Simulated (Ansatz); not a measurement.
# MgHBr (singlet): the correlation ladder, cc-pVTZ

One table from this session's results is given with a row withheld; the runs are named, their logs left out.

Computed with Ansatz 0.2.0, Gaussian basis. Level: cc-pVTZ, core rule «outside noble gas», up to 19 orbitals frozen.

The runs, in order: UHF; CCSD(T) on RHF; BCCD(T) on RHF; CCSDT(Q) on RHF.

11 further runs of the same task are left out: 3 for a known fault of the program, 1 that didn't finish, 7 set aside as unsound or not needed.

### The geometry

The geometry is a PBE0/def2-TZVP stationary point (not a proven minimum). No spin-orbit coupling is included. The filled d shell of Br may be among the frozen orbitals whatever the setting's name suggests; the logs give the count.

3 atoms, charge 0, spin multiplicity 1.

Atoms are counted from 1 here; the program's logs count them from 0.

Bond lengths: Br1–Mg2 2.340 Å, Mg2–H3 1.687 Å. Angles: Br1–Mg2–H3 180.0°.

Set-up of the first run:

The input, in.yaml:

```yaml
crystal:
  periodic: [false, false, false]
  atoms:
    - {symbol: Br, position_ang: [0.000000, 0.000000, 2.122500]}
    - {symbol: Mg, position_ang: [0.000000, 0.000000, -0.217600]}
    - {symbol: H, position_ang: [0.000000, 0.000000, -1.904900]}
basis:
  gaussian: {orbitals: cc-pVTZ}
magnetization: {spin_polarized: true, initial_magnetization: 0}
hamiltonian: {xc: hf}
output: {orbitals: {seedname: orbitals}}
```

On the command line:

```bash
$ ansatz run in.yaml --threads 1 --pin off --events-out ev --progress --plain --max-ram 2393MiB
```

Steps of the session up to this table: UHF; CCSD(T) on RHF; BCCD(T) on RHF; CCSDT(Q) on RHF.

One table of the session follows, with a row left open; its other results are not shown here.

It belongs to the step «Misses and costs». 

```
   method  from RCCSDT(Q) (meV)
      RHF               +6342.8
     RMP2                +859.5
    RCCSD                +222.4
 RCCSD(T)                 +21.4
  BCCD(T)                 +21.0
   RCCSDT                     ?
RCCSDT(Q)                     0
```

**Question.** Estimate the row for RCCSDT.

As computed: from RCCSDT(Q) (meV): +7.6. In the column «from RCCSDT(Q) (meV)» it lies between RCCSDT(Q) (0) and BCCD(T) (+21.0).

With the free atoms at the same levels and basis (separate runs), the atomisation energy is 5.776 eV at RCCSDT(Q), 5.773 eV at RCCSD(T), 4.656 eV at RHF.
